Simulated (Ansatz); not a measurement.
**ClH₅OSiSn: one species, many methods**

One table from this session's results is given with a row withheld; the runs are named, their logs left out.

Computed with Ansatz 0.2.0, Gaussian basis. Level: functionals in def2-TZVPP, the program's frozen cores in correlated methods.

Levels to be run: LDA (SPW92), PBE-D4, revPBE-D4, BLYP-D4, r2SCAN-D4, B97M-V, PBE0-D4, B3LYP-D4, r2SCANh-D4, r2SCAN0-D4, HSE06-D4, BHLYP-D4, CAM-B3LYP-D4, LC-ωPBE, ωB97X-V, ωB97M-V, B2PLYP, PBE-QIDH; CCSD(T)/def2-SVP; CCSD(T)/def2-TZVPP; MP2/def2-QZVPP; extrapolation to the limit; RPA on PBE.

## Structure used throughout

The geometry comes from an earlier relaxation with PBE0-D4 in a triple-zeta def2 set; it is a stationary point, not always the lowest conformer. Sn takes the def2 core potential; no spin-orbit term is included.

SMILES `[SiH3][O][SnH2][Cl]`, 9 atoms, charge 0, spin multiplicity 1.

Atoms are counted from 1 here; the program's logs count them from 0.

Bond lengths: Si1–O2 1.637 Å, Si1–H5 1.488 Å, Si1–H6 1.485 Å, Si1–H7 1.489 Å, O2–Sn3 1.943 Å, Sn3–Cl4 2.324 Å, Sn3–H8 1.695 Å, Sn3–H9 1.696 Å. Angles: O2–Si1–H5 111.3°, O2–Si1–H6 107.7°, O2–Si1–H7 111.2°, H5–Si1–H6 109.2°, H5–Si1–H7 108.4°, H6–Si1–H7 109.1°, Si1–O2–Sn3 136.7°, O2–Sn3–Cl4 105.7°, O2–Sn3–H8 106.9°, O2–Sn3–H9 107.9°, Cl4–Sn3–H8 108.5°, Cl4–Sn3–H9 108.1°, H8–Sn3–H9 119.0°.

The first run:

Input file in.yaml:

```yaml
crystal:
  periodic: [false, false, false]
  atoms:
    - {symbol: Si, position_ang: [-0.219682, 1.578693, -0.338424]}
    - {symbol: O, position_ang: [-0.352284, 0.284665, 0.654883]}
    - {symbol: Sn, position_ang: [0.156700, -1.590339, 0.610454]}
    - {symbol: Cl, position_ang: [0.738050, -2.030968, -1.595622]}
    - {symbol: H, position_ang: [-1.069563, 1.419116, -1.549077]}
    - {symbol: H, position_ang: [-0.667886, 2.776519, 0.417228]}
    - {symbol: H, position_ang: [1.189289, 1.778680, -0.776997]}
    - {symbol: H, position_ang: [-1.230010, -2.487109, 0.991344]}
    - {symbol: H, position_ang: [1.543786, -1.775456, 1.569011]}
basis:
  gaussian: {orbitals: def2-TZVPP}
hamiltonian: {xc: lda}
output: {orbitals: {seedname: orbitals}}
```

Started as:

```console
> ansatz run in.yaml --threads 4 --pin off --events-out ev --progress --plain --max-ram 10444MiB
```

Steps of the session up to this table: LDA; PBE-D4 (GGA); revPBE-D4 (GGA); BLYP-D4 (GGA); r2SCAN-D4 (meta-GGA); B97M-V (meta-GGA); B3LYP-D4 (hybrid); r2SCANh-D4 (hybrid); r2SCAN0-D4 (hybrid); HSE06-D4 (hybrid); BHLYP-D4 (hybrid); CAM-B3LYP-D4 (range-separated); LC-ωPBE (range-separated); ωB97X-V (range-separated); ωB97M-V (range-separated); B2PLYP (double hybrid); PBE-QIDH (double hybrid).

One table of the session follows, with a row left open; its other results are not shown here.

It belongs to the step «Frontier levels by functional». 

```
  functional  HOMO (eV)  gap (eV)
 LDA (SPW92)      -7.13      4.90
      PBE-D4      -7.06      5.07
   revPBE-D4      -7.02      5.13
     BLYP-D4      -6.97      5.03
   r2SCAN-D4      -7.42      5.73
      B97M-V      -7.55      5.79
     PBE0-D4      -8.49      7.46
    B3LYP-D4      -8.28      6.93
  r2SCANh-D4      -7.94      6.59
  r2SCAN0-D4      -8.73      7.88
    HSE06-D4      -8.09      6.68
    BHLYP-D4      -9.85      9.75
CAM-B3LYP-D4      -9.89      9.85
     LC-ωPBE          ?         ?
     ωB97X-V     -10.92     11.96
     ωB97M-V     -10.77     11.56
```

Q: Estimate the row for LC-ωPBE from the others.

**Answer.** HOMO (eV): -11.24; gap (eV): 12.42. In the column «HOMO (eV)» it is the lowest.
